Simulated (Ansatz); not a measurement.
# C2H6F2O2Si: basis-set convergence

One table from this session's results is given with a row withheld; the runs are named, their logs left out.

Computed with Ansatz 0.2.0, Gaussian basis. Level: one geometry, several basis sets.

The runs, in order: PBE0-D4/def2-SVP; ωB97M-V/def2-SVP; PBE0-D4/def2-QZVPP; ωB97M-V/def2-QZVPP; the functionals' def2-TZVPP values are taken from earlier runs.

**Structure used throughout**

An earlier PBE0-D4 in a triple-zeta def2 set relaxation fixed the geometry.

SMILES `CO[Si](F)(F)OC`, 13 atoms, charge 0, spin multiplicity 1.

Atoms are counted from 1 here; the program's logs count them from 0.

Bond lengths: C1–O2 1.414 Å, C1–H8 1.094 Å, C1–H9 1.090 Å, C1–H10 1.093 Å, O2–Si3 1.609 Å, Si3–F4 1.576 Å, Si3–F5 1.585 Å, Si3–O6 1.602 Å, O6–C7 1.414 Å, C7–H11 1.094 Å, C7–H12 1.090 Å, C7–H13 1.093 Å. Angles: O2–C1–H8 111.3°, O2–C1–H9 107.9°, O2–C1–H10 110.8°, H8–C1–H9 108.9°, H8–C1–H10 109.1°, H9–C1–H10 108.8°, C1–O2–Si3 126.4°, O2–Si3–F4 112.0°, O2–Si3–F5 109.1°, O2–Si3–O6 110.4°, F4–Si3–F5 105.8°, F4–Si3–O6 107.5°, F5–Si3–O6 112.0°, Si3–O6–C7 126.1°, O6–C7–H11 110.8°, O6–C7–H12 107.8°, O6–C7–H13 111.1°, H11–C7–H12 108.8° and more.

The first run:

in.yaml

```yaml
crystal:
  periodic: [false, false, false]
  atoms:
    - {symbol: C, position_ang: [-1.896929, -0.228570, 1.274498]}
    - {symbol: O, position_ang: [-0.985949, -0.085980, 0.201910]}
    - {symbol: Si, position_ang: [0.282316, 0.903168, 0.152745]}
    - {symbol: F, position_ang: [-0.150570, 2.418210, 0.109645]}
    - {symbol: F, position_ang: [1.125487, 0.732822, 1.484161]}
    - {symbol: O, position_ang: [1.162127, 0.617143, -1.155130]}
    - {symbol: C, position_ang: [1.632242, -0.646086, -1.583132]}
    - {symbol: H, position_ang: [-1.373295, -0.387298, 2.221429]}
    - {symbol: H, position_ang: [-2.524635, -1.095888, 1.068823]}
    - {symbol: H, position_ang: [-2.534924, 0.655063, 1.361858]}
    - {symbol: H, position_ang: [2.422408, -1.011662, -0.921387]}
    - {symbol: H, position_ang: [2.041008, -0.527186, -2.586659]}
    - {symbol: H, position_ang: [0.821215, -1.378634, -1.613861]}
basis:
  gaussian: {orbitals: def2-SVP}
hamiltonian: {xc: pbe0, dispersion: d4}
output: {orbitals: {seedname: orbitals}}
```

On the command line:

```
$ ansatz run in.yaml --threads 4 --pin off --events-out ev --progress --plain --max-ram 11315MiB
```

Steps of the session up to this table: PBE0-D4 in def2-SVP; ωB97M-V in def2-SVP; PBE0-D4 in def2-QZVPP; ωB97M-V in def2-QZVPP.

One table of the session follows, with a row left open; its other results are not shown here.

It belongs to the step «Functionals by basis». 

| functional | basis | HOMO (eV) | LUMO (eV) |
| --- | --- | --- | --- |
| PBE0-D4 | def2-SVP | -8.75 | 1.44 |
| PBE0-D4 | def2-TZVPP | -8.88 | 0.97 |
| PBE0-D4 | def2-QZVPP | -8.91 | 0.49 |
| ωB97M-V | def2-SVP | ? | ? |
| ωB97M-V | def2-TZVPP | -11.30 | 2.55 |
| ωB97M-V | def2-QZVPP | -11.34 | 1.69 |

Estimate the missing values for ωB97M-V, def2-SVP.

As computed: HOMO (eV): -11.16; LUMO (eV): 3.17. In the column «HOMO (eV)» it lies between ωB97M-V, def2-TZVPP (-11.30) and PBE0-D4, def2-QZVPP (-8.91).
